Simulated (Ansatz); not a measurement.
# C₃H₉BO: how energies converge with the basis set

One table from this session's results is given with a row withheld; the runs are named, their logs left out.

Computed with Ansatz 0.2.0, Gaussian basis. Level: one geometry, several basis sets.

Plan: PBE0-D4/def2-SVP; ωB97M-V/def2-SVP; PBE0-D4/def2-QZVPP; ωB97M-V/def2-QZVPP; the functionals' def2-TZVPP values are taken from earlier runs.

### The geometry

The geometry comes from an earlier relaxation with PBE0-D4 in a triple-zeta def2 set; it is a stationary point, not always the lowest conformer.

14 atoms, charge 0, spin multiplicity 1.

Atoms are counted from 1 here; the program's logs count them from 0.

Bond lengths: C1–B2 1.558 Å, C1–H6 1.091 Å, C1–H7 1.094 Å, C1–H8 1.102 Å, B2–C3 1.563 Å, B2–H9 1.204 Å, C3–C4 1.514 Å, C3–H10 1.102 Å, C3–H11 1.101 Å, C4–O5 1.414 Å, C4–H12 1.093 Å, C4–H13 1.100 Å, O5–H14 0.961 Å. Angles: B2–C1–H6 116.3°, B2–C1–H7 112.5°, B2–C1–H8 105.9°, H6–C1–H7 109.6°, H6–C1–H8 107.2°, H7–C1–H8 104.6°, C1–B2–C3 125.4°, C1–B2–H9 117.9°, C3–B2–H9 116.7°, B2–C3–C4 118.4°, B2–C3–H10 107.2°, B2–C3–H11 106.7°, C4–C3–H10 110.5°, C4–C3–H11 109.6°, H10–C3–H11 103.4°, C3–C4–O5 113.6°, C3–C4–H12 110.3°, C3–C4–H13 110.0° and more.

Set-up of the first run:

in.yaml reads:

```yaml
crystal:
  periodic: [false, false, false]
  atoms:
    - {symbol: C, position_ang: [-1.670838, -0.896901, 0.622875]}
    - {symbol: B, position_ang: [-0.124870, -1.075267, 0.688084]}
    - {symbol: C, position_ang: [0.923244, -0.141116, 0.001395]}
    - {symbol: C, position_ang: [0.425170, 1.099732, -0.709075]}
    - {symbol: O, position_ang: [1.438226, 1.799235, -1.405132]}
    - {symbol: H, position_ang: [-2.030840, 0.075174, 0.281663]}
    - {symbol: H, position_ang: [-2.161729, -1.159261, 1.564308]}
    - {symbol: H, position_ang: [-2.031051, -1.648227, -0.097595]}
    - {symbol: H, position_ang: [0.307239, -2.035948, 1.270226]}
    - {symbol: H, position_ang: [1.672124, 0.126058, 0.764493]}
    - {symbol: H, position_ang: [1.491527, -0.767089, -0.704550]}
    - {symbol: H, position_ang: [-0.313386, 0.830947, -1.468569]}
    - {symbol: H, position_ang: [-0.081738, 1.764734, 0.005197]}
    - {symbol: H, position_ang: [2.143925, 1.998629, -0.784619]}
basis:
  gaussian: {orbitals: def2-SVP}
hamiltonian: {xc: pbe0, dispersion: d4}
output: {orbitals: {seedname: orbitals}}
```

Among the steps run: PBE0-D4 in def2-SVP; ωB97M-V in def2-SVP; PBE0-D4 in def2-QZVPP; ωB97M-V in def2-QZVPP.

One table of the session follows, with a row left open; its other results are not shown here.

It belongs to the step «Density functionals: the series». 

```
functional       basis  HOMO (eV)
   PBE0-D4    def2-SVP      -7.42
   PBE0-D4  def2-TZVPP      -7.66
   PBE0-D4  def2-QZVPP      -7.71
   ωB97M-V    def2-SVP      -9.84
   ωB97M-V  def2-TZVPP     -10.08
   ωB97M-V  def2-QZVPP          ?
```

Estimate the missing values for ωB97M-V, def2-QZVPP.

**Answer.** HOMO (eV): -10.13. In the column «HOMO (eV)» it is the lowest.
